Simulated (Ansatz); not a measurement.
# SrTiO3: the cost of one run

Computed with Ansatz 0.2.0 (DFT PBEsol, scalar-relativistic, plane waves, PAW, unless a step's input says otherwise).

2 further runs of the same task are left out: 1 that didn't finish, 1 set aside as unsound or not needed.

## Step 1: The starting structure

It takes space group I4/mcm (No. 140, tetragonal). Conventional cell: a = 5.487 Å, b = 5.487 Å, c = 7.809 Å, α = 90.00°, β = 90.00°, γ = 90.00°. Sr (site symmetry -42m) is surrounded by 12 O at 2.62 to 2.89 Å. Around Ti (site symmetry 4/m) lie 6 O at 1.95 Å. O (site symmetry 422) has 2 Ti at 1.95 Å and 4 Sr at 2.74 Å as nearest neighbours. Around O (site symmetry m2m) lie 2 Ti at 1.95 Å and 2 Sr at 2.62 Å.

Structure file:

```
Sr Ti O
1.0
    -2.74354    2.74354    3.90431
     2.74354   -2.74354    3.90431
     2.74354    2.74354   -3.90431
Sr Ti O
2 2 6
Direct
  0.75000 0.25000 0.50000
  0.25000 0.75000 0.50000
  0.00000 0.00000 0.00000
  0.50000 0.50000 0.00000
  0.25000 0.25000 0.00000
  0.75000 0.75000 0.00000
  0.72535 0.22535 0.95071
  0.22535 0.27465 0.50000
  0.27465 0.77465 0.04929
  0.77465 0.72535 0.50000
```

This cell was relaxed beforehand with the same method: volume 11.76 Å³/atom, gap on the mesh 1.97 eV.

## Step 2: The reference: the undisturbed cell on the scan's mesh

input.yaml reads:

```yaml
crystal:
  lattice:
    - [-2.7435446834, 2.7435446834, 3.9043133139]
    - [2.7435446834, -2.7435446834, 3.9043133139]
    - [2.7435446834, 2.7435446834, -3.9043133139]
  atoms:
    - { symbol: Sr, position: [0.75, 0.25, 0.5] }
    - { symbol: Sr, position: [0.25, 0.75, 0.5] }
    - { symbol: Ti, position: [0.0, 0.0, 0.0] }
    - { symbol: Ti, position: [0.5, 0.5, 0.0] }
    - { symbol: O, position: [0.25, 0.25, 0.0] }
    - { symbol: O, position: [0.75, 0.75, 0.0] }
    - { symbol: O, position: [0.7253545255, 0.2253545255, 0.950709051] }
    - { symbol: O, position: [0.2253545255, 0.2746454745, 0.5] }
    - { symbol: O, position: [0.2746454745, 0.7746454745, 0.049290949] }
    - { symbol: O, position: [0.7746454745, 0.7253545255, 0.5] }
basis:
  ecutwfc: 420
kpoints:
  mp_grid: { grid: [8, 8, 8] }
hamiltonian:
  xc: pbesol
scf:
  occupations: { method: gaussian, width: 0.05 }
output:
  forces: true
  stress: true
  eigenvalues: true
  write_density: true
  write_potential: true
  elf: true
  volumetric_format: npy
```

On the command line:

```console
$ ansatz run input.yaml --threads 2 --pin off --max-ram 5120MiB --backend cpu --events-out ev --progress --plain --runs-dir out
```

What time and memory should one allow on 2 threads of Intel Xeon at 2.50GHz (Skylake/Cascade Lake), shared host?

About 31 s, with a peak of 0.6 GiB.
